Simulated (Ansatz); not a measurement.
# C₃H₈Ge: small, medium and large basis sets

Aim: see how fast density functionals converge with the basis set for C₃H₈Ge.

Method: one geometry, several basis sets; program: Ansatz 0.2.0, Gaussian basis.

The runs, in order: PBE0-D4/def2-SVP; ωB97M-V/def2-SVP; PBE0-D4/def2-QZVPP; ωB97M-V/def2-QZVPP; the functionals' def2-TZVPP values are taken from earlier runs.

**1. The geometry**

An earlier PBE0-D4 in a triple-zeta def2 set relaxation fixed the geometry.

SMILES `C[CH2][Ge][CH3]`, 12 atoms, charge 0, spin multiplicity 1.

Atoms are counted from 1 here; the program's logs count them from 0.

Bond lengths: C1–C2 1.530 Å, C1–H5 1.093 Å, C1–H6 1.094 Å, C1–H7 1.096 Å, C2–Ge3 2.006 Å, C2–H8 1.095 Å, C2–H9 1.093 Å, Ge3–C4 1.995 Å, C4–H10 1.094 Å, C4–H11 1.098 Å, C4–H12 1.091 Å. Angles: C2–C1–H5 111.7°, C2–C1–H6 111.6°, C2–C1–H7 112.0°, H5–C1–H6 107.3°, H5–C1–H7 107.4°, H6–C1–H7 106.6°, C1–C2–Ge3 109.5°, C1–C2–H8 110.2°, C1–C2–H9 110.1°, Ge3–C2–H8 110.1°, Ge3–C2–H9 109.3°, H8–C2–H9 107.7°, C2–Ge3–C4 96.4°, Ge3–C4–H10 112.6°, Ge3–C4–H11 107.3°, Ge3–C4–H12 112.3°, H10–C4–H11 107.1°, H10–C4–H12 109.8° and more.

**2. PBE0-D4 in def2-SVP**

The input, in.yaml:

```yaml
crystal:
  periodic: [false, false, false]
  atoms:
    - {symbol: C, position_ang: [-0.789621, 1.293494, 0.275448]}
    - {symbol: C, position_ang: [-0.477827, 0.049141, 1.109122]}
    - {symbol: Ge, position_ang: [1.418972, -0.516100, 0.783492]}
    - {symbol: C, position_ang: [1.125940, -1.235666, -1.053868]}
    - {symbol: H, position_ang: [-0.766089, 1.077806, -0.795601]}
    - {symbol: H, position_ang: [-1.781637, 1.693439, 0.504273]}
    - {symbol: H, position_ang: [-0.074846, 2.102698, 0.461914]}
    - {symbol: H, position_ang: [-1.163099, -0.763636, 0.845759]}
    - {symbol: H, position_ang: [-0.612723, 0.266400, 2.171848]}
    - {symbol: H, position_ang: [0.204505, -1.819518, -1.133672]}
    - {symbol: H, position_ang: [1.022501, -0.375236, -1.728079]}
    - {symbol: H, position_ang: [1.970924, -1.828124, -1.406634]}
basis:
  gaussian: {orbitals: def2-SVP}
hamiltonian: {xc: pbe0, dispersion: d4}
output: {orbitals: {seedname: orbitals}}
```

On the command line:

```bash
$ ansatz run in.yaml --threads 4 --pin off --events-out ev --progress --plain --max-ram 10444MiB
```

The log of the run:

```text
Functional definition: PBE0
  name "PBE0"
  cite "Adamo & Barone, J. Chem. Phys. 110, 6158 (1999) doi:10.1063/1.478522"
  cite "Perdew, Burke & Ernzerhof, Phys. Rev. Lett. 77, 3865 (1996) doi:10.1103/PhysRevLett.77.3865"
  parent pbe
  parameter a = 0.25
  parameter kappa = 0.804
  parameter beta = 0.06672455060314922
  exchange = (1 - a)*pbe_x(kappa = kappa, mu = beta*pi^2/3) + a*exact_x
  correlation = pbe_c(beta = beta)
1328 factors; their error is unknown
mean field evaluation 1: about -59727.8489 eV, gradient 6.4e1 eV
mean field evaluation 2: about -59718.5224 eV, gradient 8.5e1 eV
mean field evaluation 4: about -59738.1143 eV, gradient 3.9e0 eV
mean field evaluation 8: about -59738.1495 eV, gradient 5.1e-2 eV
mean field evaluation 16: about -59738.2762 eV, gradient 3.6e-5 eV
mean field -59738.27624352 eV, -2195.3411598914 hartree, gradient 3.6e-5 eV, S^2 0.000000; 0 other end points of the search recorded, 0 dependent functions left out
reference -59738.27626996 eV, -2195.3411608630 hartree; 29, 29 occupied and 85, 85 virtual orbitals, 1328 factors
Total energy: -59738.47941428 eV, -2195.3486262791 hartree
```

It took 1.1 s on 4 threads of Arm Neoverse V1, shared host.

**3. ωB97M-V in def2-SVP**

Edit in.yaml of step 2 so:

```diff
@@ -17,3 +17,3 @@
   gaussian: {orbitals: def2-SVP}
-hamiltonian: {xc: pbe0, dispersion: d4}
+hamiltonian: {xc: {name: wB97M-V}}
 output: {orbitals: {seedname: orbitals}}
```

The command is unchanged.

The log of the run, shortened:

```text
Functional definition: wB97M-V
  name "wB97M-V"
  cite "Mardirossian & Head-Gordon, J. Chem. Phys. 144, 214110 (2016) doi:10.1063/1.4952647"
  cite "Becke, J. Chem. Phys. 107, 8554 (1997) doi:10.1063/1.475007"
  cite "Vydrov & Van Voorhis, J. Chem. Phys. 133, 244103 (2010) doi:10.1063/1.3521275"
  # Of w^i u^j: cxij and so on, Table III.
[...]
  gx(w, u) = 1 - cx + cx01*u + cx10*w
  gss(w, u) = css00 + css04*u^4 + css10*w + css20*w^2 + css43*w^4*u^3
  gos(w, u) = cos00 + cos10*w + (cos20 + cos21*u)*w^2 + (cos60 + cos61*u)*w^6
[...]
      + integral(e_c_pw_mod_opposite_spin*gos(b97_w_opposite, b97_u_opposite)) + vv10(b, c)
1316 factors; their error is unknown
331 factors; integrals over basis functions are off by at most 7.3e-6 eV
[...]
mean field -59744.10174535 eV, -2195.5552431351 hartree, gradient 5.8e-5 eV, S^2 0.000000; 0 other end points of the search recorded, 0 dependent functions left out
reference -59744.10178742 eV, -2195.5552446809 hartree; 29, 29 occupied and 85, 85 virtual orbitals, 1316 factors
Total energy: -59744.10178742 eV, -2195.5552446809 hartree
```

It took 4.4 s on 4 threads of Arm Neoverse V1, shared host.

**4. PBE0-D4 in def2-QZVPP**

Edit in.yaml of step 3 so:

```diff
@@ -16,4 +16,4 @@
 basis:
-  gaussian: {orbitals: def2-SVP}
-hamiltonian: {xc: {name: wB97M-V}}
+  gaussian: {orbitals: "def2-QZVPP.json"}
+hamiltonian: {xc: pbe0, dispersion: d4}
 output: {orbitals: {seedname: orbitals}}
```

Launched as before.

The log of the run:

```text
Functional definition: PBE0
  name "PBE0"
  cite "Adamo & Barone, J. Chem. Phys. 110, 6158 (1999) doi:10.1063/1.478522"
  cite "Perdew, Burke & Ernzerhof, Phys. Rev. Lett. 77, 3865 (1996) doi:10.1103/PhysRevLett.77.3865"
  parent pbe
  parameter a = 0.25
  parameter kappa = 0.804
  parameter beta = 0.06672455060314922
  exchange = (1 - a)*pbe_x(kappa = kappa, mu = beta*pi^2/3) + a*exact_x
  correlation = pbe_c(beta = beta)
1577 factors; their error is unknown
mean field evaluation 1: about -59734.8685 eV, gradient 8.2e1 eV
mean field evaluation 2: about -59712.0916 eV, gradient 1.2e2 eV
mean field evaluation 4: about -59750.0741 eV, gradient 8.9e0 eV
mean field evaluation 8: about -59750.2338 eV, gradient 2.4e-1 eV
mean field evaluation 16: about -59750.3737 eV, gradient 1.8e-4 eV
mean field -59750.37370077 eV, -2195.7857332456 hartree, gradient 3.1e-5 eV, S^2 0.000000; 0 other end points of the search recorded, 0 dependent functions left out
reference -59750.37373893 eV, -2195.7857346476 hartree; 29, 29 occupied and 471, 471 virtual orbitals, 1577 factors
Total energy: -59750.57688325 eV, -2195.7932000637 hartree
```

Wall time 9.5 s (4 threads of Arm Neoverse V1, shared host); peak memory 1.9 GiB.

**5. ωB97M-V in def2-QZVPP**

Edit in.yaml of step 4 so:

```diff
@@ -17,3 +17,3 @@
   gaussian: {orbitals: "def2-QZVPP.json"}
-hamiltonian: {xc: pbe0, dispersion: d4}
+hamiltonian: {xc: {name: wB97M-V}}
 output: {orbitals: {seedname: orbitals}}
```

Same command.

The log of the run, shortened:

```text
Functional definition: wB97M-V
  name "wB97M-V"
  cite "Mardirossian & Head-Gordon, J. Chem. Phys. 144, 214110 (2016) doi:10.1063/1.4952647"
  cite "Becke, J. Chem. Phys. 107, 8554 (1997) doi:10.1063/1.475007"
  cite "Vydrov & Van Voorhis, J. Chem. Phys. 133, 244103 (2010) doi:10.1063/1.3521275"
  # Of w^i u^j: cxij and so on, Table III.
[...]
  gx(w, u) = 1 - cx + cx01*u + cx10*w
  gss(w, u) = css00 + css04*u^4 + css10*w + css20*w^2 + css43*w^4*u^3
  gos(w, u) = cos00 + cos10*w + (cos20 + cos21*u)*w^2 + (cos60 + cos61*u)*w^6
[...]
      + integral(e_c_pw_mod_opposite_spin*gos(b97_w_opposite, b97_u_opposite)) + vv10(b, c)
1565 factors; their error is unknown
407 factors; integrals over basis functions are off by at most 5.3e-6 eV
[...]
mean field -59756.39081032 eV, -2196.0068579428 hartree, gradient 4.4e-5 eV, S^2 0.000000; 0 other end points of the search recorded, 0 dependent functions left out
reference -59756.39087193 eV, -2196.0068602068 hartree; 29, 29 occupied and 471, 471 virtual orbitals, 1565 factors
Total energy: -59756.39087193 eV, -2196.0068602068 hartree
```

Wall time 22 s (4 threads of Arm Neoverse V1, shared host); peak memory 2.3 GiB.

**6. Functionals by basis**

The def2-TZVPP values come from earlier runs at the same geometry.

```
functional       basis  functions  energy (eV)  from the largest (eV)  HOMO (eV)  LUMO (eV)
   PBE0-D4    def2-SVP        114  -59738.4794                 12.097      -5.89      -2.14
   PBE0-D4  def2-TZVPP        253  -59749.1659                  1.411      -5.92      -2.16
   PBE0-D4  def2-QZVPP        500  -59750.5769                  0.000      -5.96      -2.22
   ωB97M-V    def2-SVP        114  -59744.1018                 12.289      -8.00      -0.18
   ωB97M-V  def2-TZVPP        253  -59755.0103                  1.381      -8.03      -0.22
   ωB97M-V  def2-QZVPP        500  -59756.3909                  0.000      -8.07      -0.35
```

**7. Outcome**

```
                                       quantity           value
PBE0-D4: double and triple zeta above quadruple  12.10, 1.41 eV
ωB97M-V: double and triple zeta above quadruple  12.29, 1.38 eV
```

In words: PBE0-D4 gains 10.69 eV from double to triple zeta, then 1.41 eV more. Total energies overstate the basis error of differences, where much of it tends to cancel.

For PBE0-D4 the largest set took about 8 times as long as the smallest (9.5 s against 1.1 s).
